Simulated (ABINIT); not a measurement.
Crystal: Be3Pt.

```
Be Pt
1.0
     0.00000    2.72322    2.72322
     2.72322    0.00000    2.72322
     2.72322    2.72322    0.00000
Be Pt
3 1
Cartesian
  4.0848 4.0848 4.0848
  0.0000 0.0000 0.0000
  1.3616 1.3616 1.3616
  2.7232 2.7232 2.7232
```

The cell was built by a generator and needn't be a form met in nature.

The cell isn't the ideal one: cell taken from the last step of an earlier PBE relaxation by this program, which needn't have reached its minimum.

Base run:

```yaml
Program: ABINIT 10.8.3 (patched build)
Functional: PBE
Potentials_or_basis: JTH PAW PBE v2.0
Cutoff: 544 eV
k_mesh: 8 × 8 × 8
Occupations: fermi-dirac, width 0.05 eV
Spin: no spin polarisation
```

Its results: band gap on the k mesh none (metal or under the smearing width); pressure -0.1 GPa.

**Question.** The run is repeated on the same cell with these changes: functional from PBE to PBEsol. What comes out?

**Answer.** Band gap on the k mesh none (metal or under the smearing width); pressure -3.6 GPa.

PBEsol binds more tightly than PBE, so the same cell stands under less pressure.

Caveats: the PAW data sets were made with another functional, which shifts forces and pressure a little (some runs).
